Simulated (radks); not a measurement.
# Valence configurations of Cr²⁺

One table from this session's results is given with a row withheld; the runs are named, their logs left out.

Method: Dirac Kohn-Sham, PBEsol, spin-unpolarised, spherical densities, point nucleus; open shells fill j = l - 1/2 first. Code: radks (a radial shooting solver on a logarithmic mesh, Libxc functionals) version 1.

## Starting point

* element: chromium (Z = 24)
* charge: +2
* electrons: 22
* configuration: [Ar] 3d4
* others tried: 3d3 4s1; 3d3 4p1; 3d3 4s0.5 4p0.5; 3d3.5 4p0.5; 3d2 4p2; 3d2.5 4p1.5; 3d3.5 4s0.5; 3d2.5 4s1.5; 3d2 4s0.5 4p1.5

Set-up of the first run:

Settings of this run:

```text
Z 24
configuration [Ar] 3d4
relativity Dirac
functional pbe_sol,pbe_sol
spin unpolarised
j_filling energy
nucleus point
c 137.035999084
```

Among the steps run: [Ar] 3d4.

One table of the session follows, with a row left open; its other results are not shown here.

It belongs to the step «[Ar] 3d4». Sizes of the orbitals, from the radial functions (bohr):

| level | <r> | outermost maximum (interpolated) | 90 % within | nodes |
| --- | --- | --- | --- | --- |
| 2s1/2 | 0.2932 | 0.244 | 0.455 | 1 |
| 2p1/2 | ? | ? | ? | ? |
| 2p3/2 | 0.2609 | 0.199 | 0.428 | 0 |
| 3s1/2 | 0.8986 | 0.776 | 1.35 | 2 |
| 3p1/2 | 0.9512 | 0.792 | 1.47 | 1 |
| 3p3/2 | 0.9599 | 0.799 | 1.48 | 1 |
| 3d3/2 | 1.223 | 0.818 | 2.10 | 0 |
| 3d5/2 | 1.227 | 0.821 | 2.11 | 0 |

Estimate the missing values for 2p1/2.

As computed: <r>: 0.2581; outermost maximum (interpolated): 0.196; 90 % within: 0.424; nodes: 0. In the column «<r>» it is the lowest.
